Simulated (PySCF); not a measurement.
# C3H7AlCl2O (AlCl2(OiPr)): the cost of one run

Computed with PySCF 2.14.0 and routines of our own; the level stands in each step. Atoms count from 0.

## Step 1: The system as given

14 atoms, charge 0, multiplicity 1; geometry from: GFN2-xTB.

## Step 2: Magnetic properties: GIAO BP86/def2-SVP

What the job is given:

```
{"job": {"kind": "mag", "xc": "BP86", "basis": "def2-SVP"}, "charge": 0, "multiplicity": 1}
Al     1.066840     1.906210    -1.228280
Cl     3.003670     2.311370    -1.674060
Cl    -0.459520     3.093380    -1.856230
O      0.764210     0.565750    -0.329950
C      0.256830    -0.511220     0.408400
C     -0.411300    -1.509340    -0.532310
C     -0.724280    -0.000480     1.459330
H      1.107280    -0.997010     0.909570
H     -1.250670    -1.032080    -1.033350
H     -0.768110    -2.371420     0.024570
H      0.299760    -1.841810    -1.285010
H     -0.235110     0.735990     2.093060
H     -1.571590     0.472460     0.967520
H     -1.078020    -0.821790     2.076750
```

With the program's defaults for keys left out, this is: GIAO BP86/def2-SVP magnetisability, rotational g tensor and spin-rotation constants, non-relativistic, gas phase.

Command:

```bash
> OMP_NUM_THREADS=1 python excited_run.py task.json out
```

One launch serves the whole session: the jobs run in the order shown.

Q: Estimate the wall time and peak memory of this first job on 1 thread of Arm Neoverse V2, shared host.

About 24 s, with a peak of 0.47 GiB.
